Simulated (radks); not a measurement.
# Polarisabilities and dispersion coefficients of He, Li⁺, Be²⁺ and others

Aim: static dipole polarisabilities and C6 coefficients, each species in its NIST ground configuration. After each ground state the linear response is solved; its values go to the run's result record, not to the log. Response by self-consistent Sternheimer equations with the Hartree and adiabatic LDA kernel, the relativistic mass of each level held fixed and spin-orbit coupling left out.

Program: radks (a radial shooting solver on a logarithmic mesh, Libxc functionals) version 1. Level of theory: scalar-relativistic Kohn-Sham, LB94 model potential, spin-unpolarised, spherical densities, finite nucleus. These are calculated values, not measurements, unless marked.

### Step 1. Starting point

| Quantity | Value |
| --- | --- |
| species | He ([He]), Li⁺ ([He]), Be²⁺ ([He]), B³⁺ ([He]), C⁴⁺ ([He]), N⁵⁺ ([He]), O⁶⁺ ([He]), F⁷⁺ ([He]), Ne⁸⁺ ([He]) |

LB94 adds a gradient term to the LDA potential that gives it a −1/r tail. It is a model potential with no energy functional, so Etot and Exc are not given.

### Step 2. He, [He]

Settings of this run:

```text
Z 2
configuration [He]
relativity scalar-relativistic
functional lda,pw
model_potential LB94
spin unpolarised
nucleus finite rms 1.6755 fm
c 137.035999084
response adiabatic LDA kernel
```

### Step 3. Li⁺, [He]

Settings of this run:

```text
Z 3
configuration [He]
relativity scalar-relativistic
functional lda,pw
model_potential LB94
spin unpolarised
nucleus finite rms 2.444 fm
c 137.035999084
response adiabatic LDA kernel
```

### Step 4. Be²⁺, [He]

Settings of this run:

```text
Z 4
configuration [He]
relativity scalar-relativistic
functional lda,pw
model_potential LB94
spin unpolarised
nucleus finite rms 2.519 fm
c 137.035999084
response adiabatic LDA kernel
```

### Step 5. B³⁺, [He]

Settings of this run:

```text
Z 5
configuration [He]
relativity scalar-relativistic
functional lda,pw
model_potential LB94
spin unpolarised
nucleus finite rms 2.406 fm
c 137.035999084
response adiabatic LDA kernel
```

### Step 6. C⁴⁺, [He]

Settings of this run:

```text
Z 6
configuration [He]
relativity scalar-relativistic
functional lda,pw
model_potential LB94
spin unpolarised
nucleus finite rms 2.4702 fm
c 137.035999084
response adiabatic LDA kernel
```

### Step 7. N⁵⁺, [He]

Settings of this run:

```text
Z 7
configuration [He]
relativity scalar-relativistic
functional lda,pw
model_potential LB94
spin unpolarised
nucleus finite rms 2.5582 fm
c 137.035999084
response adiabatic LDA kernel
```

### Step 8. O⁶⁺, [He]

Settings of this run:

```text
Z 8
configuration [He]
relativity scalar-relativistic
functional lda,pw
model_potential LB94
spin unpolarised
nucleus finite rms 2.6991 fm
c 137.035999084
response adiabatic LDA kernel
```

### Step 9. F⁷⁺, [He]

Settings of this run:

```text
Z 9
configuration [He]
relativity scalar-relativistic
functional lda,pw
model_potential LB94
spin unpolarised
nucleus finite rms 2.8976 fm
c 137.035999084
response adiabatic LDA kernel
```

### Step 10. Ne⁸⁺, [He]

Settings of this run:

```text
Z 10
configuration [He]
relativity scalar-relativistic
functional lda,pw
model_potential LB94
spin unpolarised
nucleus finite rms 3.0055 fm
c 137.035999084
response adiabatic LDA kernel
```

Q: Predict the outcome of this session. Wanted: for each run, species; −ε(HOMO); α; α uncoupled; C6; C8; recommended α.

**Answer**, as computed:

```tsv
species	−ε(HOMO) (eV)	α (bohr³)	α uncoupled (bohr³)	C6 (hartree bohr⁶)	C8 (hartree bohr⁸)	recommended α (bohr³)
He	23.161	1.390	1.524	1.468	14.69	1.38375
Li⁺	72.208	0.1984	0.2123	0.08162	0.2793	-
Be²⁺	148.33	0.05388	0.05680	0.01169	0.01988	-
B³⁺	251.62	0.02018	0.02107	0.002699	0.002731	-
C⁴⁺	382.13	0.009177	0.009517	0.0008321	0.0005571	-
N⁵⁺	539.88	0.004751	0.004903	0.0003103	0.0001468	-
O⁶⁺	724.93	0.002699	0.002775	0.0001314	4.618e-05	-
F⁷⁺	937.29	0.001644	0.001685	6.145e-05	1.679e-05	-
Ne⁸⁺	1177.0	0.001058	0.001081	3.147e-05	6.959e-06	-
```

Uncoupled leaves out the potential induced by the response; C6 and C8 are for like pairs. He is the most polarisable and Ne⁸⁺ the least, a factor 1314 apart. For the pair He–Ne⁸⁺ the Casimir-Polder integral gives C6 = 0.002309, the rule 2·Ca·Cb/(Ca·αb/αa + Cb·αa/αb) on the like-pair values 0.002174. Against the recommended values (Schwerdtfeger and Nagle, 2023 table) the misses are He +0 %. C8 is given only where no p, d or f shell is open.
